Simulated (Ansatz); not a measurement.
Crystal: GeW.

```
Ge W
1.0
     0.00000    2.57761    2.57761
     2.57761    0.00000    2.57761
     2.57761    2.57761    0.00000
Ge W
1 1
Cartesian
  2.5776 2.5776 2.5776
  0.0000 0.0000 0.0000
```

The cell was built by a generator and needn't be a form met in nature.

- Program: Ansatz 0.2.0
- Task: relaxation of cell and atoms
- Functional: RPBE
- Dispersion: D4
- Potentials or basis: Ansatz PAW
- Cutoff: 420 eV (not typed: the program's choice for these potentials)
- k mesh: 9 × 9 × 9
- Occupations: fermi-dirac, width 0.05 eV
- Spin: no spin polarisation

At the start: volume 17.13 Å³/atom.

Question: How do energy, volume and symmetry change on relaxing?

Answer: It ends after 5 steps and the volume is 16.62 Å³/atom (-3.0 %); space group Fm-3m (No. 225, to 0.05 Å).

The path:
| step | energy change (eV) | largest force (eV/Å) | volume (Å³) |
| --- | --- | --- | --- |
| 1 | 0.0000 | 0.0000 | 34.25 |
| 2 | -0.0080 | 0.0000 | 32.50 |
| 3 | -0.0175 | 0.0000 | 33.27 |
| 4 | -0.0176 | 0.0000 | 33.23 |
| 5 | -0.0173 | 0.0000 | 33.23 |

Final structure:
```yaml
crystal:
  lattice:
    - [0.00000, 2.55181, 2.55181]
    - [2.55181, 0.00000, 2.55181]
    - [2.55181, 2.55181, 0.00000]
  atoms:
    - { symbol: Ge, position: [0.50000, 0.50000, 0.50000] }
    - { symbol: W, position: [0.00000, 0.00000, 0.00000] }
```

Caveat: the plane-wave basis is chosen anew once the cell has moved, so the energies of steps on either side of that aren't comparable; pairwise dispersion overbinds metals, which lowers pressure and volume; the PAW data sets come from PBE, with cores solved anew for the run's functional, which leaves a small shift of forces and pressure.
